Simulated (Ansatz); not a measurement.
# Mg2Ge2N: the cost of one run

Program: Ansatz 0.2.0. Level of theory: DFT PBE, scalar-relativistic, plane waves, PAW. These are calculated values, not measurements.

3 further runs of the same task are left out: 2 that didn't finish, 1 set aside as unsound or not needed.

**1. Starting point**

The structure is trigonal, space group P-3m1 (No. 164). The conventional cell has a = 3.269 Å, b = 3.269 Å, c = 8.865 Å, α = 90.00°, β = 90.00°, γ = 120.00°. Mg (site symmetry 3m) is surrounded by 3 N at 2.15 Å. Ge (site symmetry 3m) has 3 Ge at 2.63 Å as nearest neighbours. N (site symmetry -3m) has 6 Mg at 2.15 Å as nearest neighbours.

As a file:

```cif
data_structure
_symmetry_space_group_name_H-M 'P-3m1'
_symmetry_Int_Tables_number 164
_cell_length_a 3.2690
_cell_length_b 3.2690
_cell_length_c 8.8651
_cell_angle_alpha 90.000
_cell_angle_beta 90.000
_cell_angle_gamma 120.000
_cell_volume 82.04
loop_
_atom_site_label
_atom_site_type_symbol
_atom_site_symmetry_multiplicity
_atom_site_Wyckoff_symbol
_atom_site_fract_x
_atom_site_fract_y
_atom_site_fract_z
_atom_site_occupancy
Mg1 Mg 2 d 0.66667 0.33333 0.88410 1
Ge1 Ge 2 d 0.33333 0.66667 0.60318 1
N1 N 1 a 0.00000 0.00000 0.00000 1
```

The cell was relaxed beforehand at this level, from a database cell with other species swapped in; it is a trial structure. At a tolerance of 0.05 Å it has space group P-3m1 (No. 164); it has 16.41 Å³/atom, an uncorrected energy of -0.28 eV/atom over the elements.

**2. Static run: bands, density of states and charges**

input.yaml

```yaml
crystal:
  lattice:
    - [3.2690058686, 0.0, 0.0]
    - [-1.6345029343, 2.8310421274, 0.0]
    - [0.0, 0.0, 8.8650583741]
  atoms:
    - { symbol: Mg, position: [0.6666666667, 0.3333333333, 0.8841026418] }
    - { symbol: Mg, position: [0.3333333333, 0.6666666667, 0.1158973582] }
    - { symbol: Ge, position: [0.3333333333, 0.6666666667, 0.6031777571] }
    - { symbol: Ge, position: [0.6666666667, 0.3333333333, 0.3968222429] }
    - { symbol: "N", position: [0.0, 0.0, 0.0] }
basis:
  ecutwfc: 420
kpoints:
  mp_grid: { grid: [12, 12, 4] }
  band_path:
    path:
      - [[0.0, 0.0, 0.0], [0.5, 0.0, 0.0], [0.33333333, 0.33333333, 0.0], [0.0, 0.0, 0.0], [0.0, 0.0, 0.5], [0.5, 0.0, 0.5], [0.33333333, 0.33333333, 0.5], [0.0, 0.0, 0.5]]
      - [[0.5, 0.0, 0.5], [0.5, 0.0, 0.0]]
      - [[0.33333333, 0.33333333, 0.5], [0.33333333, 0.33333333, 0.0]]
    npoints: 14
hamiltonian:
  xc: pbe
scf:
  occupations: { method: gaussian, width: 0.1 }
  n_extra_bands: 12
output:
  forces: true
  stress: true
  eigenvalues: true
  populations: true
  dos: { projected: true, de: 0.02, nscf_kmesh: { grid: [15, 15, 5] } }
  bader: true
```

The run is started by

```console
$ ansatz run input.yaml --threads 1 --pin off --max-ram 2560MiB --backend cpu --events-out ev --progress --plain --runs-dir out
```

What time and memory should one allow on 1 thread of Intel Xeon at 2.70GHz, shared host?

About 77 s, with a peak of 0.54 GiB.
